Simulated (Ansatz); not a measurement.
# BBrH2: the cost of one run

The runs use Ansatz 0.2.0, Gaussian basis; PBE0-D4/def2-TZVP structures, single points in def2-TZVPP, no counterpoise correction.

Levels: SPW92, PBE-D4, BLYP-D4, r2SCAN-D4, B97M-V, PBE0-D4, B3LYP-D4, r2SCAN0-D4, BHLYP-D4, CAM-B3LYP-D4, wB97X-V, wB97M-V, B2PLYP, PBE-QIDH, RPA on PBE, Hartree-Fock, MP2, CCSD, CCSD(T).

Cores are frozen in the correlated methods. Filled d shells of the heavier atoms are correlated. B3LYP uses VWN-RPA correlation. B2PLYP carries no dispersion term here.

94 further runs of the same task are left out: 94 set aside as unsound or not needed.

**1. Where the work starts**

The complex: 9 atoms, charge 0, spin multiplicity 1.

Atoms are counted from 1 here; the program's logs count them from 0.

Bond lengths: B1–Si2 2.201 Å, B1–H3 1.217 Å, B1–H4 1.194 Å, B1–H5 1.303 Å, B1–Br6 1.975 Å, Si2–H5 1.634 Å, Si2–H7 1.488 Å, Si2–H8 1.474 Å, Si2–H9 1.477 Å. Angles: Si2–B1–H3 66.5°, Si2–B1–H4 126.3°, Si2–B1–H5 47.6°, Si2–B1–Br6 110.4°, H3–B1–H4 110.7°, H3–B1–H5 111.4°, H3–B1–Br6 113.2°, H4–B1–H5 95.9°, H4–B1–Br6 118.0°, H5–B1–Br6 106.1°, B1–Si2–H5 36.0°, B1–Si2–H7 122.0°, B1–Si2–H8 98.0°, B1–Si2–H9 103.1°, H5–Si2–H7 87.8°, H5–Si2–H8 123.4°, H5–Si2–H9 108.0°, H7–Si2–H8 108.7° and more.

Geometry (Å):

```mol
BBrH6Si
  3D, bonds by distance, orders not assigned

  9  9  0  0  0  0  0  0  0  0999 V2000
   -1.0958   -0.1970   -0.1565 B   0  0
    1.0752    0.0962    0.0534 Si  0  0
   -0.5688    0.2543   -1.1565 H   0  0
   -1.6504   -1.2263   -0.3998 H   0  0
   -0.2142   -0.7081    0.6553 H   0  0
   -2.0793    1.1617    0.8857 Br  0  0
    1.7982   -0.2391    1.3105 H   0  0
    1.1044    1.5580   -0.1317 H   0  0
    1.6306   -0.6996   -1.0603 H   0  0
  1  2  8  0
  1  3  8  0
  1  4  8  0
  1  5  8  0
  1  6  8  0
  2  5  8  0
  2  7  8  0
  2  8  8  0
  2  9  8  0
M  END
```

Its parts: BH2Br holds atoms 1, 3, 4, 6; SiH4 holds atoms 2, 5, 7, 8, 9. Each part counts its atoms afresh in its own runs.

**2. Relaxing BH2Br alone**

The input, relax-a/in.yaml:

```yaml
crystal:
  periodic: [false, false, false]
  atoms:
    - {symbol: B, position_ang: [-1.095761, -0.197043, -0.156523]}
    - {symbol: H, position_ang: [-0.568825, 0.254342, -1.156510]}
    - {symbol: H, position_ang: [-1.650352, -1.226277, -0.399767]}
    - {symbol: Br, position_ang: [-2.079276, 1.161666, 0.885662]}
basis:
  gaussian: {orbitals: def2-TZVP}
hamiltonian: {xc: pbe0, dispersion: d4}
relax: {f_tol: 0.005, max_steps: 200}
```

Command:

```console
$ ansatz run in.yaml --threads 4 --pin off --events-out ev --progress --plain --max-ram 9574MiB
```

**Question.** How long does this run take on 4 threads of Arm Neoverse V1, shared host?

About 4.4 s.
